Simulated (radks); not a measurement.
**Rb³³⁺ in [He] 2s1.75 3d0.25: an all-electron calculation**

Aim: the levels, the sizes of the orbitals and the parts of the energy of the rubidium ion Rb33+.

Program: radks (a radial shooting solver on a logarithmic mesh, Libxc functionals) version 1. Level of theory: scalar-relativistic Kohn-Sham, BLYP, spin-polarised, spherical densities, point nucleus; open shells are filled with parallel spins first. These are calculated values, not measurements, unless marked.

## Step 1: The system

* element: rubidium (Z = 37)
* charge: +33
* electrons: 4
* configuration: [He] 2s1.75 3d0.25

## Step 2: The run

Settings of this run:

```text
Z 37
configuration [He] 2s1.75 3d0.25 2p0 3s0
relativity scalar-relativistic
functional b88,lyp
spin polarised
nucleus point
c 137.035999084
```

Q: Predict the outcome of this run.

As calculated:

```
                        quantity                    value
                    total energy      -1663.91438 hartree
exchange-correlation share of it                   1.81 %
                            −T/E                   1.0360
          highest occupied level        3d up, -1717.1 eV
    most extended occupied level  3d up, <r> = 0.306 bohr
 radius at density 0.001 e/bohr³               0.754 bohr
    maxima of the radial density                        2
```

The radial density shows 2 maxima for 3 occupied principal shells; where shells overlap, one shows as a shoulder or not at all. Relativity lifts −T/E to 1.036. This is not the tabulated ground configuration, so its levels and sizes aren't those of the ground state, and no measured value stands beside it.
